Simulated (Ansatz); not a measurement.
# VH2: the crystal squeezed far

An exercise on one series of results from a longer session: the logs are not shown, and one member is left open.

Method: DFT, LDA, PAW with Ansatz's default frozen-core files, scalar-relativistic, in Ansatz 0.2.0.

2 further runs of the same task are left out: 2 that didn't finish.

### The starting structure

It takes space group Fm-3m (No. 225, cubic). Conventional cell: a = 4.271 Å, b = 4.271 Å, c = 4.271 Å, α = 90.00°, β = 90.00°, γ = 90.00°. Around V (site symmetry m-3m) lie 8 H at 1.85 Å. H (site symmetry -43m) is surrounded by 4 V at 1.85 Å.

Coordinates:

```xyz
3
Lattice="0.0000 2.1355 2.1355 2.1355 0.0000 2.1355 2.1355 2.1355 0.0000" Properties=species:S:1:pos:R:3 pbc="T T T"
V     0.0000    0.0000    0.0000
H     1.0677    1.0677    1.0677
H     3.2032    3.2032    3.2032
```

Whether this phase is the stable one at these pressures isn't tested.

Atoms are numbered in the order of the input: V1, H2, H3.

The first run:

input.yaml

```yaml
crystal:
  lattice:
    - [0.0, 2.1355, 2.1355]
    - [2.1355, 0.0, 2.1355]
    - [2.1355, 2.1355, 0.0]
  atoms:
    - { symbol: V, position: [0.0, 0.0, 0.0], spin: 1.5 }
    - { symbol: H, position: [0.25, 0.25, 0.25] }
    - { symbol: H, position: [0.75, 0.75, 0.75] }
magnetization:
  spin_polarized: true
kpoints:
  mp_grid: { grid: [15, 15, 15] }
scf:
  occupations: { method: fermi_dirac, width: 0.05 }
hamiltonian:
  xc: lda
  pseudopotentials: { kind: paw }
output:
  forces: true
  stress: true
relax:
  f_tol: 0.01
  max_steps: 30
```

Started as:

```bash
ansatz run input.yaml --threads 1 --pin off --max-ram 3072MiB --backend cpu --events-out ev --progress --plain --runs-dir out
```

Among the steps run: Atoms relaxed at the given volume, PAW; Volume scaled by 1, PAW; Atoms relaxed at 0.7 of the volume, PAW; Volume scaled by 0.7, PAW; Atoms relaxed at 0.55 of the volume, PAW; Volume scaled by 0.55, PAW; Atoms relaxed at 0.5 of the volume, PAW; Volume scaled by 0.5, PAW.

One of the session's tables, all rows but one given; the rest of the session is left out.

```
method  volume over the first  volume (Å³/atom)  pressure (GPa)
   PAW                      1                 ?               ?
   PAW                    0.7             4.545           86.63
   PAW                   0.55             3.571          268.97
   PAW                    0.5             3.246          384.99
```

Estimate the missing values for PAW, 1.

As computed: volume (Å³/atom): 6.492; pressure (GPa): -16.19. In the column «volume (Å³/atom)» it is the highest.

To keep in mind: Warnings in the runs' records: seeded moment not kept, stress scf threshold loose.
